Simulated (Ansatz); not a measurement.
# N2 (nitrogen): FCI/STO-3G

Aim: the electronic atomisation energy of N2 (nitrogen) at FCI/STO-3G, from 2 runs. 

The results are computed with Ansatz 0.2.0.

29 further runs of the same task are left out: 15 that didn't finish, 14 set aside as unsound or not needed.

## (1) The molecule

N2 has 2 atoms, charge 0, and is taken as a singlet. As SMILES, `N#N`. Geometry: relaxed at PBE0-D4/def2-TZVP.

Bond lengths: N1–N2 1.090 Å.

## (2) A single-point energy at FCI/STO-3G

in.yaml

```yaml
crystal:
  periodic: [false, false, false]
  atoms:
    - symbol: N
      position_ang: [0.465500, -0.150300, 0.239800]
    - symbol: "N"
      position_ang: [-0.465500, 0.150300, -0.239800]
basis:
  gaussian: {orbitals: STO-3G}
correlation: {method: fci, frozen_orbitals: {"N": 1}}
accuracy: high
```

Command:

```bash
$ ansatz run in.yaml --threads 1 --pin off --max-ram 2610MiB --events-out events.jsonl --progress --plain --runs-dir runs
```

Standard output:

```text
Warning: RAYON_NUM_THREADS=1 ignored (pool sized by the plan → 1); use --threads N
Functional definition: HF
  name "HF"
  exchange = exact_x
  correlation = 0
150 factors; integrals over basis functions are off by at most 1.5e-8 eV
mean field evaluation 1: about -2925.0398 eV, gradient 2.8e0 eV
mean field evaluation 2: about -2925.0412 eV, gradient 2.8e0 eV
mean field evaluation 4: about -2925.0439 eV, gradient 1.7e-1 eV
mean field evaluation 8: about -2925.0439 eV, gradient 1.1e-8 eV
mean field -2925.04389095 eV, -107.4933803264 hartree, gradient 7.2e-8 eV, S^2 0.000000; 0 other end points of the search recorded, 0 dependent functions left out
2 core orbitals not correlated: weight in the atoms' cores, before any rotation towards them, 1.000 or more for the frozen orbitals, at most 0.000 for the correlated occupied ones
reference -2925.04389095 eV, -107.4933803264 hartree; 5, 5 occupied and 3, 3 virtual orbitals, 150 factors
state -2929.24051674 eV, -107.6476034797 hartree
Total energy: -2929.24051674 eV, -107.6476034797 hartree
```

Run time: 0.1 s. Hardware: 1 thread of Intel Xeon Platinum 8375C at 2.90GHz (Ice Lake), shared host.

## (3) The N atom at the same level

molecule.yaml

```yaml
crystal:
  periodic: [false, false, false]
  atoms:
    - symbol: N
      position_ang: [0.000000, 0.000000, 0.000000]
basis:
  gaussian:
    orbitals: STO-3G
magnetization:
  spin_polarized: true
  initial_magnetization: 3
correlation:
  method: fci
  frozen_orbitals: {"N": 1}
accuracy: high
```

Run the same way, it converges to -53.71901 Eh (log not shown).

## (4) What came out

Level: FCI/STO-3G, 2 core orbitals frozen.

| quantity | value |
| --- | --- |
| molecule: total energy | -107.64760 Eh |
| molecule: correlation energy (2 core orbitals frozen) | -154.2 mEh |
| N atom: total energy | -53.71901 Eh |
| N atom: correlation energy (1 core orbital frozen) | 0.0 mEh |
| electronic atomisation energy | 5.703 eV |

What this shows: Taking the molecule apart into free atoms costs 5.70 eV (550 kJ/mol), before zero-point energy and without spin-orbit coupling. In a minimal basis such a difference can be off by several eV, whatever the method.
